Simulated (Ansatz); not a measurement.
# C2H6ClFSi2: the cost of one run

Program: Ansatz 0.2.0. Level of theory: RKS PBE-D4/6-31G. These are calculated values, not measurements.

### 1 The structure to begin with

Bond lengths: C1–C2 1.397 Å, C2–Si3 1.853 Å, Si3–F4 1.511 Å, C2–Si5 1.834 Å, Si5–Cl6 2.070 Å, C1–H7 1.036 Å, C1–H8 1.134 Å, Si3–H9 1.495 Å, Si3–H10 1.507 Å, Si5–H11 1.510 Å, Si5–H12 1.461 Å. Angles (14 of 18 angles, heavy atoms first): C1–C2–Si3 124.5°, C1–C2–Si5 126.9°, Si3–C2–Si5 108.5°, C2–Si3–F4 106.8°, C2–Si5–Cl6 103.1°, C2–C1–H7 123.7°, C2–C1–H8 118.1°, C2–Si3–H9 108.8°, C2–Si3–H10 110.9°, F4–Si3–H9 110.8°, F4–Si3–H10 113.3°, C2–Si5–H11 115.1°, C2–Si5–H12 112.3°, Cl6–Si5–H11 106.0°.

Structure file:

```xyz
12

C     1.5806   -0.5023   -0.7150
C     0.3354   -0.1376   -0.1960
Si   -0.8284   -1.2998    0.6575
F    -2.0109   -1.4884   -0.2645
Si   -0.4343    1.5267   -0.2449
Cl    0.7571    2.6319    1.0379
H     1.9608   -1.4656   -0.6748
H     2.1972    0.2948   -1.2359
H    -0.1264   -2.5989    0.8935
H    -1.2119   -0.7749    2.0173
H    -1.8337    1.6027    0.3159
H    -0.3087    2.1563   -1.5569
```

### 2 End point A

input.yaml

```yaml
crystal:
  periodic: [false, false, false]
  atoms:
    - { symbol: C, position_ang: [1.5806, -0.5023, -0.715] }
    - { symbol: C, position_ang: [0.3354, -0.1376, -0.196] }
    - { symbol: Si, position_ang: [-0.8284, -1.2998, 0.6575] }
    - { symbol: F, position_ang: [-2.0109, -1.4884, -0.2645] }
    - { symbol: Si, position_ang: [-0.4343, 1.5267, -0.2449] }
    - { symbol: Cl, position_ang: [0.7571, 2.6319, 1.0379] }
    - { symbol: H, position_ang: [1.9608, -1.4656, -0.6748] }
    - { symbol: H, position_ang: [2.1972, 0.2948, -1.2359] }
    - { symbol: H, position_ang: [-0.1264, -2.5989, 0.8935] }
    - { symbol: H, position_ang: [-1.2119, -0.7749, 2.0173] }
    - { symbol: H, position_ang: [-1.8337, 1.6027, 0.3159] }
    - { symbol: H, position_ang: [-0.3087, 2.1563, -1.5569] }
basis:
  gaussian: { orbitals: "6-31G" }
hamiltonian:
  xc: pbe
  dispersion: d4
relax:
  f_tol: 0.015
  max_steps: 40
```

The run is started by

```console
ansatz run input.yaml --threads 1 --pin off --max-ram 2048MiB --backend cpu --events-out ev --progress --plain --runs-dir out
```

What time and memory should one allow on 1 thread of Arm Neoverse V2, shared host?

About 73 s, with a peak of 0.15 GiB.
